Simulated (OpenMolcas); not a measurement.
**BNH3OF (SMILES NB(O)F): a chain of runs**

We compute the energy (HF/ANO-RCC-MB), then the energy (CASSCF(2,2)/ANO-RCC-VDZP), then the energy along one coordinate (CASPT2(2,2)/ANO-RCC-VDZP), then an energy scan (SC-NEVPT2(2,2)/ANO-RCC-VDZP), then the energy along one coordinate (MC-PDFT[tPBE](2,2)/ANO-RCC-VDZP) of BNH3OF. 

The calculation is run with OpenMolcas 26.06.

## Step 1: The structure to begin with

The species is BNH3OF (7 atoms), meant as a singlet with charge 0. SMILES: `NB(O)F`. The coordinates come from a PBE0-D4/def2-TZVP relaxation. This is one conformer, not always the lowest.

Bond lengths: N1–B2 1.406 Å, B2–O3 1.363 Å, B2–F4 1.337 Å, N1–H5 1.004 Å, N1–H6 1.003 Å, O3–H7 0.957 Å. Angles: N1–B2–O3 125.7°, N1–B2–F4 118.3°, O3–B2–F4 116.0°, B2–N1–H5 121.1°, B2–N1–H6 124.7°, B2–O3–H7 114.6°, H5–N1–H6 114.2°.

## Step 2: The energy at HF/ANO-RCC-MB (DKH2) (run 1)

input.xyz reads:

```xyz
7

N     -0.531800     0.753400    -0.032100
B      0.039300    -0.505700    -0.288800
O      1.106300    -1.044300     0.367000
F     -0.494800    -1.258200    -1.256300
H     -1.320400     1.081700    -0.559700
H     -0.210100     1.394300     0.668500
H      1.472700    -0.489200     1.055700
```

step1.inp reads:

```
&GATEWAY
COORD = input.xyz
BASIS = ANO-RCC-MB
GROUP = NoSym
&SEWARD
&SCF
PRORBITALS = 0
&LOCALISATION
OCCUPIED
FREEZE
PIPEK-MEZEY
&LOCALISATION
FILEORB = $Project.LocOrb
VIRTUAL
PIPEK-MEZEY
```

The run is started by

```console
$ export MOLCAS_MEM=1860
$ pymolcas step1.inp > step1.log
```

Output:

```text
--- Start Module: gateway ---
[...]
--- Stop Module: gateway /rc=_RC_ALL_IS_WELL_ ---
[...]
      Basis functions           23
[...]
       Convergence after  10 Iterations
[...]
::    Total SCF energy                               -255.2978686252
[...]
      Total spin, S                                     0.0000000000
[...]
      Total electronic charge=   32.000000
      Total            charge=   -0.000000
[...]
      Dipole Moment (debye):
      Origin of the operator (angstrom)=    0.0194   -0.5334   -0.3245
                   X= -2.1614E-01               Y=  3.6766E+00               Z=  2.1009E+00           Total=  4.2400E+00
      Quadrupole Moment (debye*angstrom):
[...]
--- Start Module: localisation ---
[...]
--- Stop Module: localisation /rc=_RC_ALL_IS_WELL_ ---
--- Start Module: localisation ---
[...]
--- Stop Module: localisation /rc=_RC_ALL_IS_WELL_ ---
[...]
```

Wall time 2.7 s (1 thread of Arm Neoverse V1, shared host); peak memory 0.38 GiB.

## Step 3: The energy at CASSCF(2,2)/ANO-RCC-VDZP (DKH2, RICD fitting) (run 2)

input.xyz is that of step 2.

step2.inp reads:

```
>>> EXPORT MOLCAS_PRINT=2

&GATEWAY
 COORD = input.xyz
 BASIS = ANO-RCC-MB
 GROUP = NoSym

&SEWARD

&RASSCF
 FILEORB = $CurrDir/step1.LocOrb
 ALTER = 2
 1 14 16
 1 17 22
 SPIN = 1
 NACTEL = 2 0 0
 INACTIVE = 15
 RAS2 = 2
 ORBLISTING = Nothing
>>> COPY $Project.RunFile RUNFIL1
>>> COPY $Project.RasOrb INPORB

&GATEWAY
 COORD = input.xyz
 BASIS = ANO-RCC-VDZP
 GROUP = NoSym
 RICD

&SEWARD
>>> COPY $Project.RunFile RUNFIL2

&EXPBAS

&RASSCF
 FILEORB = $Project.ExpOrb
 SPIN = 1
 NACTEL = 2 0 0
 INACTIVE = 15
 RAS2 = 2
 ORBLISTING = Nothing
 ORBAPPEAR = Compact
```

The run is started by

```console
$ export MOLCAS_MEM=1860
$ pymolcas step2.inp > step2.log
```

Output:

```text
--- Start Module: gateway ---
[...]
--- Stop Module: gateway /rc=_RC_ALL_IS_WELL_ ---
[...]
      Basis functions           23
[...]
      Number of active orbitals                  2
[...]
      Spin quantum number                      0.0
[...]
      Active orbitals                            2
[...]
      Number of CSFs                             3
[...]
      Number of root(s) required                 1
[...]
      Convergence after 15 iterations
[...]
      printout of CI-coefficients larger than  0.05 for root  1
      energy=    -255.308206
      conf/sym  11     Coeff  Weight
             1  20   0.99747 0.99495
             3  02  -0.07105 0.00505
      Natural orbitals and occupation numbers for root  1
      sym 1:   1.989905   0.010095
      ************************************************************************************************************************
      *                                                    Final results                                                     *
[...]
::    RASSCF root number  1 Total energy:   -255.30820583
[...]
      Basis functions           71
[...]
--- Start Module: expbas ---
[...]
--- Stop Module: expbas /rc=_RC_ALL_IS_WELL_ ---
--- Start Module: rasscf ---
[...]
      Convergence after 17 iterations
[...]
      Natural orbitals and occupation numbers for root  1
      sym 1:   1.988350   0.011650
      ************************************************************************************************************************
      *                                                    Final results                                                     *
[...]
::    RASSCF root number  1 Total energy:   -255.64172638
[...]
      Total electronic charge=   32.000000
      Total            charge=   -0.000000
[...]
      Dipole Moment (debye):
      Origin of the operator (angstrom)=    0.0194   -0.5334   -0.3245
                   X=  1.3007E-02               Y=  3.3009E+00               Z=  2.0790E+00           Total=  3.9010E+00
      Quadrupole Moment (debye*angstrom):
[...]
--- Stop Module: rasscf /rc=_RC_ALL_IS_WELL_ ---
[...]
```

Run time: 7.8 s. Hardware: 1 thread of Arm Neoverse V1, shared host; peak memory 0.38 GiB.

## Step 4: The energy along one coordinate at CASPT2(2,2)/ANO-RCC-VDZP (DKH2, RICD fitting, ipea shift 0.25 Eh, pt2 variant SS) (run 3)

step3.inp reads:

```
>>> COPY $CurrDir/step2.RasOrb $Project.RasOrb
>>> ForEach K in (1, 2, 3, 4, 5, 6, 7, 8, 9)
&GATEWAY
Coord = $CurrDir/point$K.xyz
Basis = ANO-RCC-VDZP
Group = NoSym
RICD
&SEWARD
&RASSCF
FileOrb = $Project.RasOrb
Spin = 1
Nactel = 2 0 0
Inactive = 15
Ras2 = 2
OrbListing = Nothing
OrbAppear = Compact
&CASPT2
Imaginary = 0.2
Frozen = 4
>>> EndDo
```

The run is started by

```console
$ export MOLCAS_MEM=1860
$ pymolcas step3.inp > step3.log
```

Output:

```text
[...]
      Basis functions           71
[...]
      Number of active orbitals                  2
[...]
      Spin quantum number                      0.0
[...]
      Active orbitals                            2
[...]
      Number of CSFs                             3
[...]
      Number of root(s) required                 1
[...]
      Convergence after 14 iterations
[...]
      Natural orbitals and occupation numbers for root  1
      sym 1:   1.992525   0.007475
      ************************************************************************************************************************
      *                                                    Final results                                                     *
[...]
::    RASSCF root number  1 Total energy:   -255.62035369
[...]
::    CASPT2 Root  1     Total energy:   -256.24430540
[...]
      Convergence after 15 iterations
[...]
      Natural orbitals and occupation numbers for root  1
      sym 1:   1.988362   0.011638
      ************************************************************************************************************************
      *                                                    Final results                                                     *
[...]
      Convergence after 14 iterations
[...]
      Natural orbitals and occupation numbers for root  1
      sym 1:   1.815293   0.184707
      ************************************************************************************************************************
      *                                                    Final results                                                     *
[...]
      Convergence after 14 iterations
[...]
      Natural orbitals and occupation numbers for root  1
      sym 1:   1.577197   0.422803
      ************************************************************************************************************************
      *                                                    Final results                                                     *
[...]
      Convergence after 12 iterations
[...]
      Natural orbitals and occupation numbers for root  1
      sym 1:   1.284008   0.715992
      ************************************************************************************************************************
      *                                                    Final results                                                     *
[...]
::    RASSCF root number  1 Total energy:   -255.44028934
[...]
::    CASPT2 Root  1     Total energy:   -256.03691093
[...]
      Convergence after 11 iterations
[...]
::    RASSCF root number  1 Total energy:   -255.43715303
[...]
::    CASPT2 Root  1     Total energy:   -256.03021785
[...]
```

It took 47 s on 1 thread of Arm Neoverse V1, shared host; peak memory 0.084 GiB.

The scan, from its lowest point:

| O3–B2 (Å) | energy (kJ/mol) |
| --- | --- |
| 1.227 | 60.1 |
| 1.363 | 0.0 |
| 1.500 | 24.6 |
| 1.704 | 122.3 |
| 1.977 | 272.8 |
| 2.318 | 428.3 |
| 2.727 | 544.7 |
| 3.272 | 604.6 |
| 4.090 | 622.2 |

## Step 5: The energy along one coordinate at SC-NEVPT2(2,2)/ANO-RCC-VDZP (DKH2, RICD fitting, pt2 variant SC-NEVPT2) (run 4)

step4.input reads:

```
* BFH3NO NEVPT2
>>> COPY $CurrDir/step2.RasOrb $Project.RasOrb
>>> ForEach K in (1, 2, 3, 4, 5, 6, 7, 8, 9)

&GATEWAY
  Coord = $CurrDir/point$K.xyz
  Basis = ANO-RCC-VDZP
  Group = NoSym
  RICD

&SEWARD

&RASSCF
  FileOrb = $Project.RasOrb
  Spin = 1
  Nactel = 2 0 0
  Inactive = 15
  Ras2 = 2
  OrbListing = Nothing
  OrbAppear = Compact

&CASPT2
  SC-NEVPT2
  Frozen = 4
>>> EndDo
```

The run is started by

```console
$ export MOLCAS_MEM=1860
$ pymolcas step4.input > step4.log
```

Output:

```text
[...]
      Basis functions           71
[...]
      Number of active orbitals                  2
[...]
      Spin quantum number                      0.0
[...]
      Active orbitals                            2
[...]
      Number of CSFs                             3
[...]
      Number of root(s) required                 1
[...]
      Convergence after 14 iterations
[...]
      printout of CI-coefficients larger than  0.05 for root  1
      energy=    -255.620354
      conf/sym  11     Coeff  Weight
             1  20   0.99813 0.99626
             3  02  -0.06114 0.00374
      Natural orbitals and occupation numbers for root  1
      sym 1:   1.992525   0.007475
      ************************************************************************************************************************
      *                                                    Final results                                                     *
[...]
::    RASSCF root number  1 Total energy:   -255.62035369
[...]
      E2 (Variational):          -0.6195355412
[...]
::    SC-NEVPT2 Root  1     Total energy:   -256.23981206
[...]
      Convergence after 15 iterations
[...]
      Natural orbitals and occupation numbers for root  1
      sym 1:   1.988362   0.011638
      ************************************************************************************************************************
      *                                                    Final results                                                     *
[...]
      Convergence after 14 iterations
[...]
      Natural orbitals and occupation numbers for root  1
      sym 1:   1.815293   0.184707
      ************************************************************************************************************************
      *                                                    Final results                                                     *
[...]
      Convergence after 14 iterations
[...]
      Natural orbitals and occupation numbers for root  1
      sym 1:   1.577197   0.422803
      ************************************************************************************************************************
      *                                                    Final results                                                     *
[...]
      Convergence after 12 iterations
[...]
::    RASSCF root number  1 Total energy:   -255.44028934
[...]
::    SC-NEVPT2 Root  1     Total energy:   -256.03183914
[...]
      Convergence after 11 iterations
[...]
::    RASSCF root number  1 Total energy:   -255.43715303
[...]
      E2 (Variational):          -0.5883472791
[...]
      Reference weight:           0.85754
[...]
::    SC-NEVPT2 Root  1     Total energy:   -256.02550031
[...]
```

It took 45 s on 1 thread of Arm Neoverse V1, shared host; peak memory 0.085 GiB.

The scan, from its lowest point:

| O3–B2 (Å) | energy (kJ/mol) |
| --- | --- |
| 1.227 | 63.5 |
| 1.363 | 0.0 |
| 1.500 | 20.8 |
| 1.704 | 113.3 |
| 1.977 | 261.7 |
| 2.318 | 423.7 |
| 2.727 | 548.5 |
| 3.272 | 609.5 |
| 4.090 | 626.2 |

## Step 6: The energy along one coordinate at MC-PDFT[tPBE](2,2)/ANO-RCC-VDZP (DKH2, RICD fitting) (run 5)

step5.input reads:

```
* BFH3NO MC-PDFT
>>> EXPORT MOLCAS_PRINT=2
>>> COPY $CurrDir/step2.RasOrb $Project.RasOrb
>>> ForEach K in (1, 2, 3, 4, 5, 6, 7, 8, 9)

&GATEWAY
 COORD = $CurrDir/point$K.xyz
 BASIS = ANO-RCC-VDZP
 GROUP = NoSym
 RICD

&SEWARD

&RASSCF
 FILEORB = $Project.RasOrb
 SPIN = 1
 NACTEL = 2 0 0
 INACTIVE = 15
 RAS2 = 2
 ORBLISTING = Nothing
 ORBAPPEAR = Compact

&MCPDFT
 KSDFT = T:PBE
>>> EndDo
```

The run is started by

```console
$ export MOLCAS_MEM=1860
$ pymolcas step5.input > step5.log
```

Output:

```text
--- Start Module: gateway ---
[...]
      Basis functions           71
[...]
      Number of active orbitals                  2
[...]
      Spin quantum number                      0.0
[...]
      Active orbitals                            2
[...]
      Number of CSFs                             3
[...]
      Number of root(s) required                 1
[...]
      Convergence after 14 iterations
[...]
      printout of CI-coefficients larger than  0.05 for root  1
      energy=    -255.620354
      conf/sym  11     Coeff  Weight
             1  20   0.99813 0.99626
             3  02  -0.06114 0.00374
      Natural orbitals and occupation numbers for root  1
      sym 1:   1.992525   0.007475
      ************************************************************************************************************************
      *                                                    Final results                                                     *
[...]
::    RASSCF root number  1 Total energy:   -255.62035369
[...]
::    MCPDFT root number  1 Total energy:   -256.58636728
[...]
      Convergence after 15 iterations
[...]
      Natural orbitals and occupation numbers for root  1
      sym 1:   1.988362   0.011638
      ************************************************************************************************************************
      *                                                    Final results                                                     *
[...]
      Convergence after 14 iterations
[...]
      Natural orbitals and occupation numbers for root  1
      sym 1:   1.815293   0.184707
      ************************************************************************************************************************
      *                                                    Final results                                                     *
[...]
      Convergence after 14 iterations
[...]
      Natural orbitals and occupation numbers for root  1
      sym 1:   1.577197   0.422803
      ************************************************************************************************************************
      *                                                    Final results                                                     *
[...]
      Convergence after 12 iterations
[...]
::    RASSCF root number  1 Total energy:   -255.44028934
[...]
::    MCPDFT root number  1 Total energy:   -256.37172215
[...]
      Convergence after 11 iterations
[...]
::    RASSCF root number  1 Total energy:   -255.43715303
[...]
      Total electronic charge=   32.000000
      Total            charge=   -0.000000
[...]
::    MCPDFT root number  1 Total energy:   -256.36473751
[...]
```

Run time: 51 s. Hardware: 1 thread of Arm Neoverse V1, shared host; peak memory 0.085 GiB.

The scan, from its lowest point:

| O3–B2 (Å) | energy (kJ/mol) |
| --- | --- |
| 1.227 | 59.0 |
| 1.363 | 0.0 |
| 1.500 | 23.9 |
| 1.704 | 118.9 |
| 1.977 | 265.4 |
| 2.318 | 421.5 |
| 2.727 | 551.3 |
| 3.272 | 622.5 |
| 4.090 | 640.9 |

## Step 7: Results

| quantity | value |
| --- | --- |
| run 1, HF/ANO-RCC-MB: total energy | -255.29787 Eh |
| run 1, HF/ANO-RCC-MB: dipole moment | 4.24 D |
| run 1, HF/ANO-RCC-MB: HOMO energy | -13.07 eV |
| run 1, HF/ANO-RCC-MB: LUMO energy | 6.14 eV |
| run 1, HF/ANO-RCC-MB: HOMO–LUMO gap | 19.21 eV |
| run 2, CASSCF(2,2)/ANO-RCC-VDZP: total energy | -255.64173 Eh |
| run 2, CASSCF(2,2)/ANO-RCC-VDZP: dipole moment (CASSCF density) | 3.90 D |
| run 3, CASPT2(2,2)/ANO-RCC-VDZP: lowest energy of the scan | -256.26719 Eh |
| run 4, SC-NEVPT2(2,2)/ANO-RCC-VDZP: lowest energy of the scan | -256.26400 Eh |
| run 5, MC-PDFT[tPBE](2,2)/ANO-RCC-VDZP: lowest energy of the scan | -256.60883 Eh |

In words: Mulliken charges (run 1, HF/ANO-RCC-MB) run from -0.73 on O3 to +1.00 on B2; they depend strongly on the basis.
